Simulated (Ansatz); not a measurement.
# One shape, several levels: BSiH4OF3 (SMILES F[B-](F)(F)[OH+][SiH3])

Wanted: a comparison of 6 runs (B3LYP/6-31G*, PBE0/6-31G*, PBE0/def2-SVP, CCSD(T)/6-31G*, CCSD(T)/pcseg-1) of BSiH4OF3. 

Program for the calculation: Ansatz 0.2.0.

1 further run of the same task is left out (set aside as unsound or not needed).

### 1 The system as given

BSiH4OF3: 10 atoms, total charge 0, spin state singlet. As SMILES, `F[B-](F)(F)[OH+][SiH3]`. The shape is that of a PBE0-D4/def2-TZVP optimisation.

Bond lengths: F1–B2 1.345 Å, B2–F3 1.363 Å, B2–F4 1.353 Å, B2–O5 1.698 Å, O5–Si6 1.707 Å, O5–H7 0.962 Å, Si6–H8 1.472 Å, Si6–H9 1.482 Å, Si6–H10 1.475 Å. Some angles: F1–B2–F3 115.7°, F1–B2–F4 115.6°, F1–B2–O5 104.2°, F3–B2–F4 115.8°, F3–B2–O5 99.5°, F4–B2–O5 102.7°, B2–O5–Si6 120.6°, B2–O5–H7 112.7°, Si6–O5–H7 119.0°, O5–Si6–H8 106.8°.

### 2 Energy and forces at B3LYP/6-31G(d) (spherical functions) (run 1)

Input file run.yaml:

```yaml
crystal:
  periodic: [false, false, false]
  atoms:
    - {symbol: F, position_ang: [-1.226000, -1.852000, -1.084700]}
    - {symbol: B, position_ang: [-0.122800, -1.082100, -1.072400]}
    - {symbol: F, position_ang: [0.896500, -1.520800, -0.281100]}
    - {symbol: F, position_ang: [0.242000, -0.564000, -2.268200]}
    - {symbol: O, position_ang: [-0.585800, 0.295600, -0.194600]}
    - {symbol: Si, position_ang: [0.325100, 0.812600, 1.153700]}
    - {symbol: H, position_ang: [-1.024100, 0.954600, -0.741100]}
    - {symbol: H, position_ang: [0.175700, -0.222200, 2.189800]}
    - {symbol: H, position_ang: [-0.324300, 2.085700, 1.546700]}
    - {symbol: H, position_ang: [1.726700, 1.041600, 0.754800]}
basis:
  gaussian:
    orbitals: 6-31G_st_-spherical.json
hamiltonian:
  xc: {name: B3LYP}
accuracy: high
output: {forces: true, orbitals: {seedname: orbitals}}
```

The basis set 6-31G* is read from a file made from the Basis Set Exchange's data (not shown).

Launch:

```bash
$ ansatz run run.yaml --threads 1 --pin off --max-ram 2610MiB --events-out events.jsonl --progress --plain --runs-dir runs
```

The log of the run (excerpt; [...] marks lines left out):

```text
Warning: RAYON_NUM_THREADS=1 ignored (pool sized by the plan → 1); use --threads N
Functional definition: B3LYP
  name "B3LYP"
[...]
2245 factors; integrals over basis functions are off by at most 4.6e-9 eV
[...]
mean field -18822.19019556 eV, -691.7027315480 hartree, gradient 1.1e-8 eV, S^2 0.000000; 0 other end points of the search recorded, 0 dependent functions left out
[...]
reference -18822.19023383 eV, -691.7027329546 hartree; 29, 29 occupied and 67, 67 virtual orbitals, 2245 factors
Total energy: -18822.19023383 eV, -691.7027329546 hartree
Atom 0 at    -1.226000    -1.852000    -1.084700 Å, force    -0.244670    -0.126346     0.019467 eV/Å
Atom 1 at    -0.122800    -1.082100    -1.072400 Å, force     0.035091    -0.254687    -0.215997 eV/Å
Atom 2 at     0.896500    -1.520800    -0.281100 Å, force     0.210291    -0.027181     0.221379 eV/Å
Atom 3 at     0.242000    -0.564000    -2.268200 Å, force     0.047913     0.164586    -0.187045 eV/Å
Atom 4 at    -0.585800     0.295600    -0.194600 Å, force    -0.207044    -0.219803    -0.041914 eV/Å
Atom 5 at     0.325100     0.812600     1.153700 Å, force     0.299874     0.057280     0.342634 eV/Å
Atom 6 at    -1.024100     0.954600    -0.741100 Å, force    -0.196265     0.299445    -0.272477 eV/Å
Atom 7 at     0.175700    -0.222200     2.189800 Å, force     0.015728     0.030615     0.048864 eV/Å
Atom 8 at    -0.324300     2.085700     1.546700 Å, force     0.003820     0.036311     0.033013 eV/Å
Atom 9 at     1.726700     1.041600     0.754800 Å, force     0.035262     0.039778     0.052076 eV/Å
Dipole moment:    -0.125289     0.897019     0.484786 e Å
```

Run time: 8.4 s. Hardware: 1 thread of Intel Xeon 6975P-C (Granite Rapids), shared host; peak memory 0.39 GiB.

### 3 Energy and gradient at PBE0/6-31G(d) (spherical functions) (run 2)

Input file molecule.yaml:

```yaml
crystal:
  periodic: [false, false, false]
  atoms:
    - {symbol: F, position_ang: [-1.226000, -1.852000, -1.084700]}
    - {symbol: B, position_ang: [-0.122800, -1.082100, -1.072400]}
    - {symbol: F, position_ang: [0.896500, -1.520800, -0.281100]}
    - {symbol: F, position_ang: [0.242000, -0.564000, -2.268200]}
    - {symbol: O, position_ang: [-0.585800, 0.295600, -0.194600]}
    - {symbol: Si, position_ang: [0.325100, 0.812600, 1.153700]}
    - {symbol: H, position_ang: [-1.024100, 0.954600, -0.741100]}
    - {symbol: H, position_ang: [0.175700, -0.222200, 2.189800]}
    - {symbol: H, position_ang: [-0.324300, 2.085700, 1.546700]}
    - {symbol: H, position_ang: [1.726700, 1.041600, 0.754800]}
basis:
  gaussian: {orbitals: 6-31G_st_-spherical.json}
hamiltonian: {xc: pbe0}
output: {forces: true, orbitals: {seedname: orbitals}}
accuracy: high
```

The basis set 6-31G* is read from a file made from the Basis Set Exchange's data (not shown).

Launch:

```bash
$ ansatz run molecule.yaml --threads 1 --pin off --max-ram 2610MiB --events-out events.jsonl --progress --plain --runs-dir runs
```

The log of the run (excerpt; [...] marks lines left out):

```text
Warning: RAYON_NUM_THREADS=1 ignored (pool sized by the plan → 1); use --threads N
Functional definition: PBE0
  name "PBE0"
[...]
2245 factors; integrals over basis functions are off by at most 4.6e-9 eV
[...]
mean field -18807.37544036 eV, -691.1582993364 hartree, gradient 2.9e-8 eV, S^2 0.000000; 0 other end points of the search recorded, 0 dependent functions left out
[...]
reference -18807.37544280 eV, -691.1582994259 hartree; 29, 29 occupied and 67, 67 virtual orbitals, 2245 factors
Total energy: -18807.37544280 eV, -691.1582994259 hartree
Atom 0 at    -1.226000    -1.852000    -1.084700 Å, force    -0.099864    -0.012134     0.025852 eV/Å
Atom 1 at    -0.122800    -1.082100    -1.072400 Å, force     0.044052    -0.188976    -0.155715 eV/Å
Atom 2 at     0.896500    -1.520800    -0.281100 Å, force     0.064883     0.065606     0.137042 eV/Å
Atom 3 at     0.242000    -0.564000    -2.268200 Å, force    -0.004655     0.102434    -0.023309 eV/Å
Atom 4 at    -0.585800     0.295600    -0.194600 Å, force    -0.180671    -0.261963    -0.127535 eV/Å
Atom 5 at     0.325100     0.812600     1.153700 Å, force     0.237433    -0.011223     0.201268 eV/Å
Atom 6 at    -1.024100     0.954600    -0.741100 Å, force    -0.122550     0.211342    -0.192575 eV/Å
Atom 7 at     0.175700    -0.222200     2.189800 Å, force     0.005469    -0.007486     0.069906 eV/Å
Atom 8 at    -0.324300     2.085700     1.546700 Å, force    -0.016076     0.061705     0.035049 eV/Å
Atom 9 at     1.726700     1.041600     0.754800 Å, force     0.071979     0.040695     0.030016 eV/Å
Dipole moment:    -0.124845     0.904398     0.489965 e Å
```

Wall time 8.1 s (1 thread of Intel Xeon 6975P-C (Granite Rapids), shared host); peak memory 0.39 GiB.

Runs 3 to 5 aren't shown in full; the table further down has their settings and results.

### 4 Energy and forces at CCSD(T)/pcseg-1 (run 6)

Input file input.yaml:

```yaml
crystal:
  periodic: [false, false, false]
  atoms:
    - {symbol: F, position_ang: [-1.226000, -1.852000, -1.084700]}
    - {symbol: B, position_ang: [-0.122800, -1.082100, -1.072400]}
    - {symbol: F, position_ang: [0.896500, -1.520800, -0.281100]}
    - {symbol: F, position_ang: [0.242000, -0.564000, -2.268200]}
    - {symbol: O, position_ang: [-0.585800, 0.295600, -0.194600]}
    - {symbol: Si, position_ang: [0.325100, 0.812600, 1.153700]}
    - {symbol: H, position_ang: [-1.024100, 0.954600, -0.741100]}
    - {symbol: H, position_ang: [0.175700, -0.222200, 2.189800]}
    - {symbol: H, position_ang: [-0.324300, 2.085700, 1.546700]}
    - {symbol: H, position_ang: [1.726700, 1.041600, 0.754800]}
basis:
  gaussian:
    orbitals: pcseg-1.json
output:
  forces: true
  orbitals: {seedname: orbitals}
correlation:
  method: ccsd_t
  frozen_orbitals: {B: 1, F: 1, H: 0, O: 1, Si: 5}
scf:
  omitted_lower_state_checks: [cluster_reference, increment]
accuracy: high
```

The basis set pcseg-1 is read from a file made from the Basis Set Exchange's data (not shown).

Launch:

```bash
$ ansatz run input.yaml --threads 1 --pin off --max-ram 2610MiB --events-out events.jsonl --progress --plain --runs-dir runs
```

The log of the run (excerpt; [...] marks lines left out):

```text
Warning: RAYON_NUM_THREADS=1 ignored (pool sized by the plan → 1); use --threads N
Functional definition: HF
  name "HF"
[...]
2536 factors; integrals over basis functions are off by at most 1.9e-8 eV
[...]
mean field -18754.64150343 eV, -689.2203628985 hartree, gradient 6.3e-9 eV, S^2 0.000000; 0 other end points of the search recorded, 0 dependent functions left out
10 core orbitals not correlated: weight in the atoms' cores, before any rotation towards them, 1.000 or more for the frozen orbitals, at most 0.000 for the correlated occupied ones
reference -18754.64150343 eV, -689.2203628985 hartree; 19, 19 occupied and 79, 79 virtual orbitals, 2536 factors
second order -25.04919330 eV of doubles, -0.00000000 eV of singles
cycle   1  -25.07705325 eV  change   -2.8e-2 eV  update   1.1e-1
[...]
cycle  19  -25.74837378 eV  change  -3.7e-10 eV  update   1.8e-9
perturbative correction -0.43595271 eV, -0.0160209664 hartree
[...]
Atom 0 at    -1.226000    -1.852000    -1.084700 Å, force    -0.373545    -0.225477     0.006745 eV/Å
Atom 1 at    -0.122800    -1.082100    -1.072400 Å, force    -0.012841    -0.123048    -0.084552 eV/Å
Atom 2 at     0.896500    -1.520800    -0.281100 Å, force     0.281896    -0.087154     0.254392 eV/Å
Atom 3 at     0.242000    -0.564000    -2.268200 Å, force     0.106618     0.205493    -0.352728 eV/Å
Atom 4 at    -0.585800     0.295600    -0.194600 Å, force    -0.288818    -0.365553    -0.423251 eV/Å
Atom 5 at     0.325100     0.812600     1.153700 Å, force     0.534116     0.362674     0.900021 eV/Å
Atom 6 at    -1.024100     0.954600    -0.741100 Å, force    -0.222470     0.253170    -0.234704 eV/Å
Atom 7 at     0.175700    -0.222200     2.189800 Å, force     0.013275     0.069869    -0.065670 eV/Å
Atom 8 at    -0.324300     2.085700     1.546700 Å, force     0.047393    -0.081432    -0.028851 eV/Å
Atom 9 at     1.726700     1.041600     0.754800 Å, force    -0.085625    -0.008542     0.028599 eV/Å
Dipole moment:    -0.110127     0.945145     0.543622 e Å
Checks for a lower state left out: cluster_reference, increment
```

Wall time 2.9 min (1 thread of Intel Xeon 6975P-C (Granite Rapids), shared host); peak memory 1.6 GiB.

### 5 All runs side by side

```
run                                 level  Cartesian functions  frozen core orbitals  energy (Eh)  dipole moment (D)  HOMO energy (eV)  LUMO energy (eV)  wall time
  1    B3LYP/6-31G* (spherical functions)                   no                     –  -691.702733               4.93             -9.56             -0.72      8.4 s
  2     PBE0/6-31G* (spherical functions)                   no                     –  -691.158299               4.98             -9.91             -0.51      8.1 s
  3    B3LYP/6-31G* (Cartesian functions)                  yes                     –  -691.709509               4.94             -9.58             -0.74      8.7 s
  4                         PBE0/def2-SVP                   no                     –  -690.799944               5.10            -10.10             -0.46      8.1 s
  5  CCSD(T)/6-31G* (spherical functions)                   no                    10  -690.219460               5.09            -13.80              2.70      2 min
  6                       CCSD(T)/pcseg-1                   no                    10  -690.182619               5.26            -13.93              2.12    2.9 min
```

### 6 Results

```
                                           quantity          value
                                run 6: total energy  -690.18262 Eh
          run 6: dipole moment (correlated density)         5.26 D
         run 6: HOMO energy (Hartree–Fock orbitals)      -13.93 eV
         run 6: LUMO energy (Hartree–Fock orbitals)        2.12 eV
       run 6: HOMO–LUMO gap (Hartree–Fock orbitals)       16.05 eV
run 6: correlation energy (10 core orbitals frozen)     -962.3 mEh
                              run 6: (T) correction     -16.02 mEh
                               run 6: T1 diagnostic          0.011
                    run 6: largest force on an atom     1.108 eV/Å
```

In words: The dipole moment (its size) runs from 4.93 D (B3LYP/6-31G*) to 5.26 D (CCSD(T)/pcseg-1). The two ends differ in method and basis. Over runs 1, 2, 3, 4 the HOMO–LUMO gap runs from 8.83 eV (B3LYP/6-31G*) to 9.64 eV (PBE0/def2-SVP). Totals of different functionals can't be ranked against each other. All runs together took 5.5 min, the longest 2.9 min.
